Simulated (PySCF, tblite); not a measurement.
**C5H6NO2 radical: geometry, infrared bands and EPR parameters**

Wanted: the infrared bands and EPR parameters of C5H6NO2 radical (`O=[C]NC1=C[C@@H](O)C1`), by calculation.

Programs: tblite 0.8.0 and PySCF 2.14.0, with density-fitted response routines of our own. Each step states its level of theory. These are calculated values for one molecule in the gas phase, unless marked as measured. Atoms are numbered from 0 throughout.

## (1) Starting geometry

14 atoms, charge 0, multiplicity 2; geometry from: force field or distance geometry start.

Bonds of the start (Å): O0–C1 1.26, C1–N2 1.40, N2–C3 1.44, C3–C4 1.33, C4–C5 1.46, C5–O6 1.39, C5–C7 1.50, C7–C3 1.45, N2–H8 1.05, C4–H9 1.10, C5–H10 1.11, O6–H11 0.98, C7–H12 1.10, C7–H13 1.12.

## (2) Optimising the geometry with GFN2-xTB

What the job is given:

```
{"job": {"kind": "relax", "xc": "GFN2-xTB", "basis": "xTB"}, "charge": 0, "multiplicity": 2}
O      2.721300    -0.751900     1.302600
C      2.924900    -0.170200     0.199200
N      1.880900     0.226600    -0.643400
C      0.521100    -0.022000    -0.247000
C     -0.086200    -0.581500     0.790500
C     -1.452100    -0.387300     0.312400
O     -2.212600     0.551900     0.998100
C     -0.762400     0.253000    -0.861100
H      2.033700     0.706500    -1.561300
H      0.324900    -1.038100     1.699900
H     -2.026600    -1.295400     0.042200
H     -1.984600     1.453400     0.679800
H     -0.970300     1.335600    -0.898600
H     -0.912800    -0.280900    -1.835300
```

Run with:

```bash
$ OMP_NUM_THREADS=1 python probes_run.py task.json out
```

The driver reads the jobs from task.json and runs them one after another.

**Question.** This job is followed by: GFN2-xTB harmonic vibrations, gas phase; UKS B3LYP, pcH-1 on C H N O, non-relativistic, mean-field spin-orbit, GIAO. What will the session give for the following? strongest single infrared mode (GFN2-xTB); zero-point energy (GFN2-xTB); g(iso) (B3LYP); ⟨S²⟩; largest a(iso); potential on the surface of density 0.002 e/bohr³, 1st and 99th percentile.

As calculated:

| quantity | value |
| --- | --- |
| strongest single infrared mode (GFN2-xTB) | 1847 cm⁻¹, 556 km/mol |
| zero-point energy (GFN2-xTB) | 64.4 kcal/mol |
| g(iso) (B3LYP) | 2.00150 |
| ⟨S²⟩ | 0.753 (exact 0.75) |
| largest a(iso) | 13C on C1, 463.2 MHz |
| potential on the surface of density 0.002 e/bohr³, 1st and 99th percentile | -1.49 V and 2.49 V |

**Reading.** Over 35 steps the energy fell by 0.979 eV; of the close pairs, C1–N2 changed most, 1.399 to 1.334 Å. All 36 modes are real, so the xTB geometry is a minimum. The strongest single mode, at 1847 cm⁻¹, moves mainly C1 and O0. GFN2-xTB is a fitted tight-binding method: band positions and strengths are rough. Its intensities can rank the bands wrongly. The largest share of the spin, 0.68 e, sits on C1. The isotropic g lies 0.8 ppt below the free-electron value. These values are for one conformer; the search (at its own cheap level) found 2 more, at 1.47, 1.49 kcal/mol, and measured spectra average over such forms.
